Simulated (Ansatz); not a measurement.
# LaY3Ga: a short molecular-dynamics run

A trajectory of LaY3Ga, an element-swapped structure with 10 atoms that was not relaxed first: 60 steps of 1 fs under a Nosé-Hoover thermostat at 100 K.

Method: DFT PBE, plane waves, PAW, scalar-relativistic, no spin polarisation, in Ansatz 0.2.0.

## Step 1: The structure to begin with

The cell holds 10 atoms (Ga2La2Y6): a = 6.828 Å, b = 6.828 Å, c = 6.828 Å, α = 60.47°, β = 60.47°, γ = 60.47°.

As a file:

```
Ga Y La
1.0
     3.43860    1.98528    5.55546
    -3.43860    1.98528    5.55546
     0.00000   -3.97055    5.55546
Ga Y La
2 6 2
Direct
  0.00000 0.00000 0.00000
  0.50000 0.50000 0.50000
  0.80480 0.69520 0.25000
  0.25000 0.80480 0.69520
  0.69520 0.25000 0.80480
  0.19520 0.30480 0.75000
  0.75000 0.19520 0.30480
  0.30480 0.75000 0.19520
  0.25000 0.25000 0.25000
  0.75000 0.75000 0.75000
```

## Step 2: Dynamics

input.yaml reads:

```yaml
crystal:
  lattice:
    - [3.43859866, 1.98527803, 5.55545723]
    - [-3.43859866, 1.98527803, 5.55545723]
    - [0.0, -3.97054956, 5.55545955]
  atoms:
    - { symbol: Ga, position: [0.0, 0.0, 0.0] }
    - { symbol: Ga, position: [0.5, 0.5, 0.5] }
    - { symbol: "Y", position: [0.8048, 0.6952, 0.25] }
    - { symbol: "Y", position: [0.25, 0.8048, 0.6952] }
    - { symbol: "Y", position: [0.6952, 0.25, 0.8048] }
    - { symbol: "Y", position: [0.1952, 0.3048, 0.75] }
    - { symbol: "Y", position: [0.75, 0.1952, 0.3048] }
    - { symbol: "Y", position: [0.3048, 0.75, 0.1952] }
    - { symbol: La, position: [0.25, 0.25, 0.25] }
    - { symbol: La, position: [0.75, 0.75, 0.75] }
kpoints:
  mp_grid: { grid: [3, 3, 3] }
magnetization:
  spin_polarized: false
scf:
  occupations: { method: cold, width: 0.15 }
hamiltonian:
  pseudopotentials: { kind: paw }
  xc: pbe
basis:
  ecutwfc: 420
md:
  timestep: 1.0
  n_steps: 60
  ensemble: nvt_nose_hoover
  temperature: 100.0
  initial_velocities: maxwell_boltzmann
  seed: 568567
```

The run is started by

```bash
$ ansatz run input.yaml --threads 2 --pin off --max-ram 2560MiB --backend cpu --events-out ev --progress --plain --runs-dir out
```

The program printed (excerpt; [...] marks lines left out):

```text
Warning: md: disabling space-group detection — thermal motion breaks the input geometry's symmetry, so no spatial operation reduces the k-mesh or symmetrises the density; time reversal is kept, so that k and −k are solved as one point where they differ and the mesh holds both, and exact [...]
Warning: RAYON_NUM_THREADS=2 ignored (pool sized by the plan → 2); use --threads N
[...]
Pseudopotentials: kind: paw
Pseudopotential: Ga, paw, valence charge 13, recommended cutoff 420 eV (normal), Ga.paw.azcp
Pseudopotential: Y, paw, valence charge 11, recommended cutoff 420 eV (normal), Y.paw.azcp
Pseudopotential: La, paw, valence charge 11, recommended cutoff 420 eV (normal), La.paw.azcp
Functional definition: PBE
[...]
Crystal: 10 atoms, lattice volume = 227.548 Å³
Basis set: ecut = 420 eV, 4477 PW (Γ), exchange–correlation on 96×96×96 points (8 copies of the dense FFT grid, shifted against one another)
Bands: 69, of which v1, the nominal top of the filled ones, is band 57 counted from 1 (56 counted from 0)
Symmetry: 1 space group operations
k-points: 14 of 27 (time reversal used)
[...]
SCF iter   1: F=—  HF=-43150.014166 eV  |F-HF|=—  |Δ(HF+E_count)|=         —  Δρ=5.42e-3  dr2=2.00e-1  ethr=1.77e-3  ⟨swp⟩=5.4  Hψ=3588  notcnv=0
[...]
md step     0: t =     0.00 fs  T =   100.0 K  F+E_penalty+E_count = -43149.98155308 eV  E_kin = 0.116334 eV  conserved = -43149.86521909 eV  (9 SCF iters)
[...]
md step     4: t =     4.00 fs  T =    98.8 K  F+E_penalty+E_count = -43149.98010333 eV  E_kin = 0.114887 eV  conserved = -43149.86521756 eV  (6 SCF iters)
[...]
md step     8: t =     8.00 fs  T =    98.4 K  F+E_penalty+E_count = -43149.97973627 eV  E_kin = 0.114529 eV  conserved = -43149.86521318 eV  (2 SCF iters)
[...]
md step    12: t =    12.00 fs  T =   100.0 K  F+E_penalty+E_count = -43149.98156496 eV  E_kin = 0.116374 eV  conserved = -43149.86520717 eV  (2 SCF iters)
[...]
md step    16: t =    16.00 fs  T =   104.8 K  F+E_penalty+E_count = -43149.98713137 eV  E_kin = 0.121956 eV  conserved = -43149.86520083 eV  (2 SCF iters)
md step    17: t =    17.00 fs  T =   106.7 K  F+E_penalty+E_count = -43149.98929661 eV  E_kin = 0.124123 eV  conserved = -43149.86519952 eV  (2 SCF iters)
md step    18: t =    18.00 fs  T =   108.9 K  F+E_penalty+E_count = -43149.99181783 eV  E_kin = 0.126644 eV  conserved = -43149.86519826 eV  (2 SCF iters)
```

## Step 3: The log goes on

Output, continued (excerpt; [...] marks lines left out):

```text
md step    19: t =    19.00 fs  T =   111.4 K  F+E_penalty+E_count = -43149.99471537 eV  E_kin = 0.129539 eV  conserved = -43149.86519706 eV  (2 SCF iters)
[...]
md step    29: t =    29.00 fs  T =   155.9 K  F+E_penalty+E_count = -43150.04695634 eV  E_kin = 0.181340 eV  conserved = -43149.86519629 eV  (2 SCF iters)
[...]
md step    39: t =    39.00 fs  T =   231.2 K  F+E_penalty+E_count = -43150.13804578 eV  E_kin = 0.268998 eV  conserved = -43149.86521068 eV  (2 SCF iters)
[...]
md step    49: t =    49.00 fs  T =   313.1 K  F+E_penalty+E_count = -43150.24691782 eV  E_kin = 0.364196 eV  conserved = -43149.86522490 eV  (2 SCF iters)
[...]
md step    59: t =    59.00 fs  T =   373.4 K  F+E_penalty+E_count = -43150.35221613 eV  E_kin = 0.434419 eV  conserved = -43149.86522812 eV  (2 SCF iters)
[...]
Free energy (F): -43150.362186 eV
[...]
E sigma→0 (E₀):  -43150.360692 eV
Entropy (-TS):   -0.004483 eV (-0.448 meV/atom)
Fermi energy:    13.588845 eV
[...]
--- Forces (eV/Å), atoms counted from 1 ---
  atom   1  Ga    -0.04948253     0.02571397     0.26489169
  atom   2  Ga     0.02211968    -0.13608031     0.42090688
  atom   3  Y      0.51722542     0.05817847     0.08447053
  atom   4  Y      0.11294369     0.37274949     0.00587486
  atom   5  Y     -0.48871345    -0.34063545    -0.07563694
  atom   6  Y     -0.37743797     0.04140755    -0.06754596
  atom   7  Y      0.30286262    -0.36305474    -0.30693981
  atom   8  Y      0.05988192     0.64657267    -0.25209764
[...]
--- Band table (eV; the first three rows and the last of 14) ---
[...]
--- MD trajectory: 60 steps, t = 0.0 → 60.0 fs ---
  final state: T = 377.7 K   F+E_penalty+E_count = -43150.36218634 eV   E_kin = 0.439346 eV
  conserved energy: peak-to-peak 3.410e-5 eV (3.410e-6 eV/atom) over 60.0 fs
```

It took 12 min on 2 threads of Arm Neoverse N1, shared host; peak memory 0.82 GiB.

## Step 4: Frames and traces

One step in 4; energies are changes from step 0; msd is the mean square displacement from the start, the centre of mass held:

| time (fs) | T (K) | potential energy change (meV/atom) | conserved energy change (meV/atom) | msd Y (Å²) | msd La (Å²) | msd Ga (Å²) |
| --- | --- | --- | --- | --- | --- | --- |
| 0.0 | 100 | 0.0 | 0.00 | 0.000 | 0.000 | 0.000 |
| 4.0 | 99 | 0.1 | 0.00 | 0.000 | 0.000 | 0.000 |
| 8.0 | 98 | 0.2 | 0.00 | 0.000 | 0.000 | 0.000 |
| 12.0 | 100 | 0.0 | 0.00 | 0.000 | 0.001 | 0.000 |
| 16.0 | 105 | -0.6 | 0.00 | 0.000 | 0.001 | 0.001 |
| 20.0 | 114 | -1.6 | 0.00 | 0.001 | 0.001 | 0.001 |
| 24.0 | 129 | -3.4 | 0.00 | 0.001 | 0.002 | 0.001 |
| 28.0 | 150 | -5.8 | 0.00 | 0.001 | 0.003 | 0.001 |
| 32.0 | 176 | -8.9 | 0.00 | 0.002 | 0.004 | 0.001 |
| 36.0 | 207 | -12.6 | 0.00 | 0.003 | 0.004 | 0.002 |
| 40.0 | 240 | -16.7 | 0.00 | 0.004 | 0.005 | 0.002 |
| 44.0 | 273 | -21.0 | 0.00 | 0.006 | 0.006 | 0.002 |
| 48.0 | 305 | -25.4 | 0.00 | 0.008 | 0.007 | 0.002 |
| 52.0 | 334 | -29.8 | 0.00 | 0.010 | 0.009 | 0.002 |
| 56.0 | 359 | -34.0 | 0.00 | 0.013 | 0.010 | 0.003 |
| 60.0 | 378 | -38.1 | 0.00 | 0.016 | 0.011 | 0.003 |

time (fs), T (K) and a bar:
```
      0.0        100 
      3.0         99 
      5.0         99 
      8.0         98 
     10.0         99 
     13.0        101 
     16.0        105 #
     18.0        109 #
     21.0        117 ##
     23.0        125 ###
     26.0        139 ####
     29.0        156 ######
     31.0        169 ########
     34.0        191 ##########
     37.0        215 ############
     39.0        231 ##############
     42.0        257 #################
     44.0        273 ###################
     47.0        298 #####################
     50.0        320 ########################
     52.0        334 #########################
     55.0        353 ###########################
     57.0        364 #############################
     60.0        378 ##############################
```

Pair distribution over the second half of the run:

```
r (Å)  g Ga–Y
 0.68    0.00
 0.84    0.00
 1.00    0.00
 1.16    0.00
 1.32    0.00
 1.48    0.00
 1.64    0.00
 1.80    0.00
 1.96    0.00
 2.12    0.00
 2.28    0.00
 2.44   16.67
 2.60    2.06
 2.76    0.00
```

First peaks of g(r) (not always the tallest), and, where a minimum follows, the mean number of second-named atoms round a first-named one up to the next minimum:

```csv
pair,peak (Å),height,minimum (Å),neighbours
Ga–Y,2.44,16.7,-,-
```

## Step 5: Frames from the trajectory

Positions (Å) and forces (eV/Å):

```xyz
10
Lattice="3.439 1.985 5.555 -3.439 1.985 5.555 0.000 -3.971 5.555" Properties=species:S:1:pos:R:3:forces:R:3 pbc="T T T" time_fs=8.0 T=98 dE=0.0018
Ga    0.002   -0.004    0.014   -0.117    0.208   -0.280
Ga    0.000    0.012    8.336    0.016   -0.058   -0.106
Y     0.383    1.990    9.729    0.678   -0.053   -0.043
Y    -1.904   -0.662    9.715   -0.521    0.412    0.189
Y     1.533   -1.320    9.716   -0.270   -0.569    0.054
Y    -0.386   -1.991    6.947   -0.643    0.210    0.099
Y     1.908    0.664    6.947    0.294   -0.602   -0.034
Y    -1.540    1.312    6.935    0.592    0.486    0.154
La    0.012   -0.002    4.155   -0.016   -0.001    0.020
La   -0.009    0.003   12.510   -0.013   -0.033   -0.053
10
Lattice="3.439 1.985 5.555 -3.439 1.985 5.555 0.000 -3.971 5.555" Properties=species:S:1:pos:R:3:forces:R:3 pbc="T T T" time_fs=15.0 T=103 dE=-0.0037
Ga    0.003   -0.007    0.024   -0.211    0.358   -0.468
Ga    0.000    0.022    8.337    0.026   -0.108   -0.156
Y     0.392    1.993    9.735    0.690   -0.094   -0.074
Y    -1.904   -0.657    9.709   -0.638    0.299    0.319
Y     1.533   -1.325    9.710   -0.242   -0.555    0.087
Y    -0.398   -1.994    6.950   -0.625    0.355    0.163
Y     1.910    0.659    6.950    0.277   -0.617   -0.071
Y    -1.545    1.309    6.928    0.775    0.429    0.257
La    0.022   -0.004    4.145   -0.029   -0.003    0.039
La   -0.016    0.006   12.518   -0.023   -0.063   -0.095
10
Lattice="3.439 1.985 5.555 -3.439 1.985 5.555 0.000 -3.971 5.555" Properties=species:S:1:pos:R:3:forces:R:3 pbc="T T T" time_fs=22.0 T=121 dE=-0.0243
Ga    0.003   -0.007    0.030   -0.273    0.453   -0.561
Ga    0.000    0.031    8.338    0.029   -0.160   -0.145
Y     0.405    1.996    9.740    0.696   -0.124   -0.091
Y    -1.907   -0.649    9.706   -0.680    0.225    0.396
Y     1.532   -1.332    9.706   -0.248   -0.527    0.096
Y    -0.413   -1.996    6.954   -0.603    0.442    0.196
Y     1.914    0.651    6.952    0.282   -0.616   -0.118
Y    -1.546    1.309    6.922    0.870    0.407    0.300
La    0.032   -0.007    4.135   -0.042   -0.007    0.060
La   -0.024    0.008   12.526   -0.031   -0.092   -0.132
10
Lattice="3.439 1.985 5.555 -3.439 1.985 5.555 0.000 -3.971 5.555" Properties=species:S:1:pos:R:3:forces:R:3 pbc="T T T" time_fs=30.0 T=162 dE=-0.0730
Ga    0.001   -0.003    0.034   -0.288    0.481   -0.533
Ga    0.001    0.040    8.338    0.025   -0.217   -0.053
Y     0.424    1.999    9.746    0.694   -0.139   -0.089
Y    -1.915   -0.639    9.704   -0.627    0.196    0.408
Y     1.529   -1.344    9.701   -0.294   -0.480    0.077
Y    -0.434   -1.995    6.960   -0.572    0.461    0.193
Y     1.919    0.638    6.953    0.313   -0.593   -0.182
Y    -1.541    1.310    6.917    0.839    0.431    0.259
La    0.044   -0.009    4.124   -0.054   -0.013    0.087
La   -0.033    0.010   12.535   -0.037   -0.126   -0.166
10
Lattice="3.439 1.985 5.555 -3.439 1.985 5.555 0.000 -3.971 5.555" Properties=species:S:1:pos:R:3:forces:R:3 pbc="T T T" time_fs=38.0 T=223 dE=-0.1462
Ga   -0.004    0.005    0.032   -0.244    0.422   -0.376
Ga    0.001    0.047    8.337    0.017   -0.260    0.099
Y     0.448    2.001    9.751    0.677   -0.125   -0.060
Y    -1.927   -0.628    9.705   -0.477    0.220    0.346
Y     1.524   -1.359    9.696   -0.368   -0.426    0.032
Y    -0.460   -1.991    6.967   -0.531    0.401    0.150
Y     1.927    0.620    6.953    0.354   -0.549   -0.247
Y    -1.531    1.315    6.914    0.675    0.499    0.135
La    0.055   -0.011    4.114   -0.063   -0.020    0.113
La   -0.042    0.012   12.543   -0.040   -0.161   -0.191
10
Lattice="3.439 1.985 5.555 -3.439 1.985 5.555 0.000 -3.971 5.555" Properties=species:S:1:pos:R:3:forces:R:3 pbc="T T T" time_fs=45.0 T=282 dE=-0.2213
Ga   -0.010    0.015    0.028   -0.178    0.316   -0.172
Ga    0.002    0.052    8.337    0.013   -0.268    0.242
Y     0.473    2.002    9.755    0.645   -0.087   -0.019
Y    -1.940   -0.617    9.708   -0.293    0.268    0.248
Y     1.518   -1.375    9.693   -0.435   -0.382   -0.014
Y    -0.484   -1.985    6.974   -0.487    0.300    0.088
Y     1.936    0.602    6.952    0.376   -0.497   -0.292
Y    -1.518    1.322    6.912    0.467    0.570   -0.007
La    0.064   -0.014    4.105   -0.068   -0.026    0.133
La   -0.050    0.013   12.549   -0.039   -0.193   -0.207
10
Lattice="3.439 1.985 5.555 -3.439 1.985 5.555 0.000 -3.971 5.555" Properties=species:S:1:pos:R:3:forces:R:3 pbc="T T T" time_fs=52.0 T=334 dE=-0.2979
Ga   -0.018    0.027    0.023   -0.110    0.181    0.047
Ga    0.003    0.054    8.338    0.015   -0.235    0.359
Y     0.500    2.002    9.759    0.593   -0.028    0.030
Y    -1.955   -0.605    9.712   -0.091    0.323    0.132
Y     1.509   -1.392    9.689   -0.480   -0.350   -0.054
Y    -0.511   -1.978    6.981   -0.436    0.177    0.015
Y     1.947    0.581    6.949    0.364   -0.436   -0.315
Y    -1.503    1.332    6.910    0.252    0.625   -0.143
La    0.073   -0.016    4.097   -0.073   -0.030    0.146
La   -0.058    0.013   12.555   -0.034   -0.229   -0.217
10
Lattice="3.439 1.985 5.555 -3.439 1.985 5.555 0.000 -3.971 5.555" Properties=species:S:1:pos:R:3:forces:R:3 pbc="T T T" time_fs=60.0 T=378 dE=-0.3806
Ga   -0.027    0.041    0.018   -0.049    0.026    0.265
Ga    0.004    0.055    8.343    0.022   -0.136    0.421
Y     0.535    2.002    9.764    0.517    0.058    0.084
Y    -1.971   -0.589    9.718    0.113    0.373    0.006
Y     1.497   -1.413    9.685   -0.489   -0.341   -0.076
Y    -0.544   -1.969    6.989   -0.377    0.041   -0.068
Y     1.961    0.556    6.944    0.303   -0.363   -0.307
Y    -1.485    1.347    6.906    0.060    0.647   -0.252
La    0.083   -0.019    4.088   -0.079   -0.032    0.149
La   -0.067    0.013   12.560   -0.021   -0.273   -0.223
```

## Step 6: Outcome

| quantity | value |
| --- | --- |
| length | 60 steps of 1 fs |
| temperature, first and last step | 100 and 378 K |
| temperature, second half | mean 277 K, from 162 to 378 K |
| potential energy, second half | -22 meV/atom from the start |
| largest change of the conserved energy | 0.00 meV/atom |
| mean square displacement, second half | Y 0.007, La 0.007, Ga 0.002 Å² |

What this shows: Against a set 100 K the second half averages 277 K, going from 162 to 378 K over that half; the potential energy of that half lies 22 meV/atom under the start, so the atoms have moved to lower-lying arrangements, and the energy set free heats the cell. The conserved energy strays from its start by at most 0.00 meV/atom, under 0.1 % of the mean kinetic energy, so a step of 1 fs is short enough over this time. The farthest move is 0.17 Å, against a mean nearest distance of 2.5 Å at the start: no atom has changed site so far. Averages from a run of 60 fs with 10 atoms are rough.
